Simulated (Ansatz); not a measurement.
# CH₃NOSe: one species, many methods

An exercise on one series of results from a longer session: the logs are not shown, and one member is left open.

The runs use Ansatz 0.2.0, Gaussian basis; functionals in def2-TZVPP, the program's frozen cores in correlated methods.

The runs, in order: LDA (SPW92), PBE-D4, revPBE-D4, BLYP-D4, r2SCAN-D4, B97M-V, PBE0-D4, B3LYP-D4, r2SCANh-D4, r2SCAN0-D4, HSE06-D4, BHLYP-D4, CAM-B3LYP-D4, LC-ωPBE, ωB97X-V, ωB97M-V, B2PLYP, PBE-QIDH; CCSD(T)/def2-SVP; CCSD(T)/def2-TZVPP; MP2/def2-QZVPP; extrapolation to the limit; RPA on PBE.

## The geometry

An earlier PBE0-D4 in a triple-zeta def2 set relaxation fixed the geometry.

SMILES `NC(O)=[Se]`, 7 atoms, charge 0, spin multiplicity 1.

Atoms are counted from 1 here; the program's logs count them from 0.

Bond lengths: N1–C2 1.329 Å, N1–H5 1.003 Å, N1–H6 1.006 Å, C2–O3 1.331 Å, C2–Se4 1.805 Å, O3–H7 0.967 Å. Angles: C2–N1–H5 119.0°, C2–N1–H6 120.6°, H5–N1–H6 120.4°, N1–C2–O3 111.8°, N1–C2–Se4 125.4°, O3–C2–Se4 122.8°, C2–O3–H7 106.3°.

Coordinates:

```xyz
7
charge 0, multiplicity 1
N    -0.4584    0.9311    0.0590
C     0.0573   -0.2728   -0.1668
O     0.8455   -0.6673    0.8303
Se   -0.2477   -1.2827   -1.6317
H    -1.0703    1.3340   -0.6255
H    -0.2395    1.4328    0.9036
H     1.1742   -1.5433    0.5855
```

Set-up of the first run:

The input, in.yaml:

```yaml
crystal:
  periodic: [false, false, false]
  atoms:
    - {symbol: N, position_ang: [-0.458358, 0.931099, 0.058983]}
    - {symbol: C, position_ang: [0.057316, -0.272801, -0.166773]}
    - {symbol: O, position_ang: [0.845501, -0.667267, 0.830299]}
    - {symbol: Se, position_ang: [-0.247664, -1.282655, -1.631744]}
    - {symbol: H, position_ang: [-1.070281, 1.333953, -0.625491]}
    - {symbol: H, position_ang: [-0.239466, 1.432848, 0.903551]}
    - {symbol: H, position_ang: [1.174153, -1.543279, 0.585475]}
basis:
  gaussian: {orbitals: def2-TZVPP}
hamiltonian: {xc: lda}
output: {orbitals: {seedname: orbitals}}
```

The run is started by

```sh
$ ansatz run in.yaml --threads 2 --pin off --events-out ev --progress --plain --max-ram 4352MiB
```

Steps of the session up to this table: LDA; PBE-D4 (GGA); revPBE-D4 (GGA); BLYP-D4 (GGA); r2SCAN-D4 (meta-GGA); B97M-V (meta-GGA); PBE0-D4 (hybrid); B3LYP-D4 (hybrid); r2SCANh-D4 (hybrid); r2SCAN0-D4 (hybrid); HSE06-D4 (hybrid); BHLYP-D4 (hybrid); CAM-B3LYP-D4 (range-separated); LC-ωPBE (range-separated); ωB97X-V (range-separated); ωB97M-V (range-separated); B2PLYP (double hybrid); PBE-QIDH (double hybrid).

One of the session's tables, all rows but one given; the rest of the session is left out.

It belongs to the step «Orbital energies across the functionals». 

| functional | HOMO (eV) | gap (eV) |
| --- | --- | --- |
| LDA (SPW92) | -5.19 | 3.49 |
| PBE-D4 | -5.01 | 3.54 |
| revPBE-D4 | -4.94 | 3.56 |
| BLYP-D4 | -4.84 | 3.49 |
| r2SCAN-D4 | -5.24 | 3.94 |
| B97M-V | -5.27 | 4.08 |
| PBE0-D4 | -6.13 | 5.57 |
| B3LYP-D4 | -5.90 | 5.11 |
| r2SCANh-D4 | -5.66 | 4.70 |
| r2SCAN0-D4 | -6.30 | 5.84 |
| HSE06-D4 | ? | ? |
| BHLYP-D4 | -7.11 | 7.61 |
| CAM-B3LYP-D4 | -7.40 | 7.94 |
| LC-ωPBE | -8.74 | 10.36 |
| ωB97X-V | -8.40 | 10.01 |
| ωB97M-V | -8.27 | 9.85 |

Estimate the missing values for HSE06-D4.

The run gave: HOMO (eV): -5.74; gap (eV): 4.79. In the column «HOMO (eV)» it lies between B3LYP-D4 (-5.90) and r2SCANh-D4 (-5.66).
